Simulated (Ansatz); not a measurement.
# HfO: the cost of one run

Method: def2-QZVPP, core rule «outside noble gas», up to 5 orbitals frozen; program: Ansatz 0.2.0, Gaussian basis.

To be run: UHF; ROHF; CCSD(T) on UHF.

2 further runs of the same task are left out: 2 set aside as unsound or not needed.

## Step 1: The system

The geometry is a PBE0/def2-TZVP stationary point (not a proven minimum) of the parent state, kept for this charge and spin. No spin-orbit coupling is included. Elements past krypton take def2 core potentials.

2 atoms, charge 0, spin multiplicity 3.

Atoms are counted from 1 here; the program's logs count them from 0.

Bond lengths: Hf1–O2 1.721 Å.

## Step 2: UHF

Contents of in.yaml:

```yaml
crystal:
  periodic: [false, false, false]
  atoms:
    - {symbol: Hf, position_ang: [0.000000, 0.000000, 0.000000]}
    - {symbol: O, position_ang: [0.000000, 0.000000, 1.721133]}
basis:
  gaussian: {orbitals: "def2-QZVPP.json"}
magnetization: {spin_polarized: true, initial_magnetization: 2}
hamiltonian: {xc: hf}
output: {orbitals: {seedname: orbitals}}
```

Run with:

```console
$ ansatz run in.yaml --threads 1 --pin off --events-out ev --progress --plain --max-ram 4096MiB --backend cpu
```

**Question.** How long does this run take on 1 thread of AMD EPYC 7R13, shared host, and how much memory does it need?

About 7.5 s, with a peak of 0.31 GiB.
